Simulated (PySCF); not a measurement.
# C6H8N2 (3-(aminomethyl)pyridine): the cost of one run

Computed with PySCF 2.14.0 and routines of our own; the level stands in each step. Atoms count from 0.

## Step 1: The starting structure

16 atoms, charge 0, multiplicity 1; geometry from: GFN2-xTB.

## Step 2: Optimising the geometry at PBE0-D3(BJ)/def2-SVP

What the job is given:

```
{"job": {"xc": "PBE0", "basis": "def2-SVP", "d3": "d3bj", "grid": 2, "kind": "geom"}, "charge": 0, "multiplicity": 1}
N     -2.552392     0.098194    -0.307234
C     -1.555152     0.755188     0.529266
C     -0.160466     0.223008     0.314798
C      0.662621     0.729506    -0.685461
C      1.909869     0.163554    -0.888434
C      2.287928    -0.899646    -0.081759
N      1.514257    -1.397244     0.867317
C      0.327451    -0.849852     1.055396
H     -2.575093    -0.896539    -0.106482
H     -2.313175     0.208368    -1.287720
H     -1.587061     1.824334     0.300264
H     -1.853678     0.613190     1.571366
H      0.328991     1.561723    -1.291134
H      2.573695     0.539448    -1.652054
H      3.252587    -1.376185    -0.196830
H     -0.267981    -1.288104     1.847290
```

Run with:

```sh
$ OMP_NUM_THREADS=1 python excited_run.py task.json out
```

One launch serves the whole session: the jobs run in the order shown.

Q: Estimate the wall time and peak memory of this first job on 1 thread of Arm Neoverse V2, shared host.

About 42 s, with a peak of 0.73 GiB.
